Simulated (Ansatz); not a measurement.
# CH7AlSn: atomisation energy in Python

All numbers are computed with Ansatz 0.2.0, driven from Python. Level of theory: CCSD(T)/def2-SVP.

### Step 1. The structure

Bond lengths: C1–Sn2 2.077 Å, Sn2–Al3 2.615 Å, C1–H4 1.112 Å, C1–H5 1.106 Å, C1–H6 1.151 Å, Sn2–H7 1.736 Å, Sn2–H8 1.788 Å, Al3–H9 1.622 Å, Al3–H10 1.633 Å. Angles (14 of 15 angles, heavy atoms first): C1–Sn2–Al3 108.2°, C1–Sn2–H7 110.4°, C1–Sn2–H8 110.2°, Al3–Sn2–H7 109.2°, Al3–Sn2–H8 109.1°, Sn2–C1–H4 109.6°, Sn2–C1–H5 113.1°, Sn2–C1–H6 112.6°, Sn2–Al3–H9 122.5°, Sn2–Al3–H10 120.9°, H7–Sn2–H8 109.8°, H4–C1–H5 109.3°, H4–C1–H6 104.0°, H5–C1–H6 107.8°.

No structure file is read: the coordinates are typed or built in the script.

### Step 2. The script

tae_ch7alsn.py

```python
# -*- coding: utf-8 -*-
"""Atomisation energy of CH7AlSn at the given geometry."""

from collections import Counter

import ansatz as az


def total_energy(molecule, charge=0, unpaired=0):
    calc = (
        molecule.calculation()
        .basis(gaussian="def2-SVP")
        .correlation("ccsd_t")
    )
    if charge:
        calc = calc.charge(charge)
    if unpaired:
        calc = calc.spin("collinear", total=unpaired)
    return calc.run().report["free_energy_ev"]

GEOMETRY = """
C    -1.40710    0.74020   -0.60910
Sn    0.26110   -0.49080   -0.73170
Al    1.47350   -0.45500    1.58550
H    -1.91000    0.78800   -1.59980
H    -2.13470    0.40920    0.15550
H    -1.13410    1.83530   -0.38300
H    -0.21490   -2.11910   -1.10130
H     1.38230    0.11270   -1.98640
H     0.74480   -0.91770    2.95900
H     3.02210    0.04590    1.71420
"""

mol = az.Crystal.molecule()
for line in GEOMETRY.strip().splitlines():
    symbol, *xyz = line.split()
    mol = mol.atom(symbol, [float(v) for v in xyz])

# Hund ground states
unpaired = {"C": 2, "Sn": 2, "Al": 1, "H": 1}
counts = Counter(site.symbol for site in mol.cartesian_sites)
atom_energy = {s: total_energy(az.Crystal.molecule().atom(s, (0, 0, 0)), 0, unpaired[s]) for s in counts}
whole = total_energy(mol, 0, 0)
for s, e in atom_energy.items():
    print(f"{s:2s} x{counts[s]}  {e:14.5f} eV")
print(f"CH7AlSn: {whole:.5f} eV")
split = sum(counts[s] * e for s, e in atom_energy.items()) - whole
print(f"atomisation energy (no zero-point term): {96.485332 * split:.1f} kJ/mol, {split / sum(counts.values()):.3f} eV an atom")
```

### Step 3. The input behind the calls

The engine receives this input (first run):

```yaml
crystal:
  periodic: [false, false, false]
  atoms:
    - { symbol: C, position_ang: [0.0, 0.0, 0.0] }
basis:
  gaussian:
    orbitals: def2-SVP
magnetization:
  spin_polarized: true
  initial_magnetization: 2.0
correlation:
  method: ccsd_t
```

### Step 4. The run

The run is started by

```bash
$ python tae_ch7alsn.py
```

What time and memory should one allow on 1 thread of Arm Neoverse V1, shared host?

About 11 s, with a peak of 0.42 GiB.
